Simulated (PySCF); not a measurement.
**AuBr: bond curves at several levels of theory**

The task here is to estimate one member of a computed series from the others.

The runs use PySCF 2.14.0; Au def2-TZVPP with ECP60, Br def2-TZVPP, scalar-relativistic core potentials.

Set-up of the first run:

A driver script around PySCF takes these settings:

```
atoms                         : Au, Br
charge                        : 0
basis                         : Au def2-TZVPP with ECP60, Br def2-TZVPP
Hamiltonian                   : scalar-relativistic core potentials
basis functions               : 104
electrons treated             : 54
masses in u                   : 196.9666, 78.9183
levels                        : PBE0, PBE, r²SCAN, TPSS, M06-2X, BLYP, B2PLYP, ωB97X, HF, MP2, SCS-MP2, CCSD, CCSD(T)
grid                          : 80 radial by 434 angular points
occupations                   : held fixed by the projection of orbital angular momentum
dissociation limit            : Au + Br, each in its ground configuration
starting distance in angstrom : 2.340
values of 2S to try           : 0, 2, 4
```

Launch:

```console
OMP_NUM_THREADS=2 python dia.py task.json out
```

Among the steps run: The job; The PBE0 curve of the state that the search chose; Excited determinants; PBE (GGA); r²SCAN; TPSS (meta-GGA); M06-2X; BLYP; B2PLYP (double hybrid); ωB97X (range-separated hybrid); RHF; Adding correlation.

One of the session's tables, all rows but one given; the rest of the session is left out.

Energy (eV) from each level's lowest point:

```
R (Å)    RHF  RHF-MP2  RHF-SCS-MP2  RHF-CCSD  RHF-CCSD(T)
2.027  1.643    0.939        1.062       n/a          n/a
2.121  0.814    0.335        0.409     0.504        0.483
2.216  0.331    0.059        0.089     0.142        0.131
2.286  0.129    0.000        0.000     0.024        0.020
2.357  0.027    0.029        0.001     0.000        0.000
2.428  0.000    0.120        0.068     0.043        0.046
2.522  0.048    0.307        0.226     0.172        0.177
2.640      ?        ?            ?         ?            ?
2.781  0.454    1.001        0.856     0.734        0.730
2.970  0.849    1.538        1.360       n/a          n/a
```

Estimate the missing values for R (Å) = 2.640.

Worked estimate for «RHF». A straight line through the neighbours (2.522, 0.048) and (2.781, 0.454) gives 0.048 + (0.454 − 0.048) × (2.640 − 2.522) / (2.781 − 2.522) = 0.233; a parabola fitted to 4 rows on both sides gives 0.211.

**Answer.** RHF: 0.198; RHF-MP2: 0.604; RHF-SCS-MP2: 0.490; RHF-CCSD: 0.404; RHF-CCSD(T): 0.408. In «RHF» the line misses by +0.035 and the parabola by +0.013.
